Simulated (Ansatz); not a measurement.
# Cobalt, dhcp under PBEsol: structure, energy and stiffness

Aim: take cobalt in the dhcp structure, relax it, solve it on a dense k-mesh, then scale the cell to 7 volumes from 88 to 112 % of the relaxed one and try a fit of the equation of state. The start is antiferromagnetic (alternate layers). The k-meshes are 14×14×4 for the relaxation; 19×19×6 for the dense run; 16×16×5 for the volumes.

Program: Ansatz 0.2.0. Level of theory: DFT PBEsol, plane waves (420 eV) with PAW, scalar-relativistic; PAW files made under PBE, frozen cores solved again for the functional. These are calculated values, not measurements.

## (1) The system as given

The structure is hexagonal, space group P6_3/mmc (No. 194). The conventional cell has a = 2.502 Å, b = 2.502 Å, c = 8.171 Å, α = 90.00°, β = 90.00°, γ = 120.00°. Around Co (site symmetry -3m) lie 12 Co at 2.50 Å. Co (site symmetry -6m2) has 12 Co at 2.50 Å as nearest neighbours.

Structure file:

```xyz
4
Lattice="2.5019 0.0000 0.0000 -1.2509 2.1667 0.0000 0.0000 0.0000 8.1712" Properties=species:S:1:pos:R:3 pbc="T T T"
Co    0.0000    0.0000    0.0000
Co    0.0000    0.0000    4.0856
Co    0.0000    1.4445    2.0428
Co    1.2509    0.7222    6.1284
```

Starting moments (μB): +1.7 ×2, -1.7 ×2.

## (2) Relaxation of the cell

Contents of input.yaml:

```yaml
crystal:
  lattice:
    - [2.5018845205, 0.0, 0.0]
    - [-1.2509422603, 2.1666955521, 0.0]
    - [0.0, 0.0, 8.1711548441]
  atoms:
    - { symbol: Co, position: [0.0, 0.0, 0.0], spin: 1.7 }
    - { symbol: Co, position: [0.0, 0.0, 0.5], spin: 1.7 }
    - { symbol: Co, position: [0.3333333333, 0.6666666667, 0.25], spin: -1.7 }
    - { symbol: Co, position: [0.6666666667, 0.3333333333, 0.75], spin: -1.7 }
hamiltonian:
  xc: pbesol
  pseudopotentials:
    kind: paw
    azcp:
      Co: "pseudopotentials/Co.paw.azcp"
basis:
  ecutwfc: 420
  fft_grid_basis: typed
kpoints:
  mp_grid: { grid: [14, 14, 4], shift: [0, 0, 0] }
magnetization:
  spin_polarized: true
scf:
  occupations: { method: fermi_dirac, width: 0.05 }
relax:
  max_steps: 60
  f_tol: 0.01
  cell: {}
```

Further steps of the session: The energy on a finer k-mesh; Volume × 0.88; Volume × 0.92; Volume × 0.96; Volume × 1.0; Volume × 1.04; Volume × 1.08; Volume × 1.12.

**Question.** What will these runs give? Wanted: space group; conventional cell; volume; shortest distance; gap on the mesh; magnetic state; relative to hcp, ferromagnetic; V₀, B₀, B₀′.

As calculated:

| quantity | value |
| --- | --- |
| space group (spins left aside) | P6_3/mmc (No. 194) |
| conventional cell | a = 2.455 Å, c = 7.955 Å (c/a = 3.241) |
| volume | 10.379 Å³/atom |
| shortest distance | 2.442 Å |
| gap on the mesh | none (levels filled in part) |
| magnetic state | ferromagnetic, up to 1.67 μB per atom |
| relative to hcp, ferromagnetic | +8 meV/atom |
| V₀, B₀, B₀′ | 10.388 Å³/atom, 246 GPa, 5.0 |

**Reading.** From the guessed start the volume shrank by 6.3 % in 8 steps. Against the reference form of cobalt (hcp, ferromagnetic, computed apart with the same settings) it stands 8 meV/atom higher. The final state is ferromagnetic (largest moment 1.67 μB). That is not the order it started in. Levels at the Fermi energy are filled in part, as in a metal. B₀ comes out at 246 GPa; letting shape and positions relax at each volume could only lower it. Relaxation kept the symmetry; phonons were not checked.
